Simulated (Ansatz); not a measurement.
# BClH5NSi: the cost of one run

Method: the settings change from run to run; program: Ansatz 0.2.0, Gaussian basis.

## Step 1: The relaxed structure

An earlier PBE0-D4 in a triple-zeta def2 set relaxation fixed the geometry.

9 atoms, charge 0, spin multiplicity 1.

Atoms are counted from 1 here; the program's logs count them from 0.

Bond lengths: B1–Si2 1.939 Å, B1–H5 1.192 Å, B1–H6 1.194 Å, Si2–N3 1.689 Å, Si2–Cl4 2.216 Å, Si2–H7 1.479 Å, N3–H8 1.006 Å, N3–H9 1.007 Å. Angles: Si2–B1–H5 120.3°, Si2–B1–H6 118.1°, H5–B1–H6 121.2°, B1–Si2–N3 124.5°, B1–Si2–Cl4 63.0°, B1–Si2–H7 127.4°, N3–Si2–Cl4 116.0°, N3–Si2–H7 107.4°, Cl4–Si2–H7 103.5°, Si2–N3–H8 123.0°, Si2–N3–H9 121.7°, H8–N3–H9 112.7°.

## Step 2: wB97X/x2c-TZVPPall

Options: charge -1, multiplicity 2, restricted open-shell orbitals, high accuracy.

Contents of in.yaml:

```yaml
crystal:
  periodic: [false, false, false]
  atoms:
    - {symbol: B, position_ang: [-0.691037, 1.204871, -0.772386]}
    - {symbol: Si, position_ang: [0.579938, -0.116153, -0.140974]}
    - {symbol: N, position_ang: [0.549172, -0.816606, 1.395195]}
    - {symbol: Cl, position_ang: [-0.974536, -0.812512, -1.558068]}
    - {symbol: H, position_ang: [-0.436236, 1.876984, -1.723143]}
    - {symbol: H, position_ang: [-1.663459, 1.411558, -0.110207]}
    - {symbol: H, position_ang: [1.844537, -0.526787, -0.788315]}
    - {symbol: H, position_ang: [1.069029, -1.645662, 1.629496]}
    - {symbol: H, position_ang: [-0.188908, -0.621992, 2.051303]}
basis:
  gaussian: {orbitals: x2c-TZVPPall}
total_charge: -1
magnetization: {spin_polarized: false, initial_magnetization: 1}
hamiltonian: {xc: {name: wB97X}}
accuracy: high
output: {forces: true}
```

Launch:

```sh
ansatz run in.yaml --threads 2 --pin off --events-out ev --progress --plain --max-ram 4352MiB
```

**Question.** How long does this run take on 2 threads of AMD EPYC 9B14, shared host, and how much memory does it need?

About 1.7 min, with a peak of 2.1 GiB.
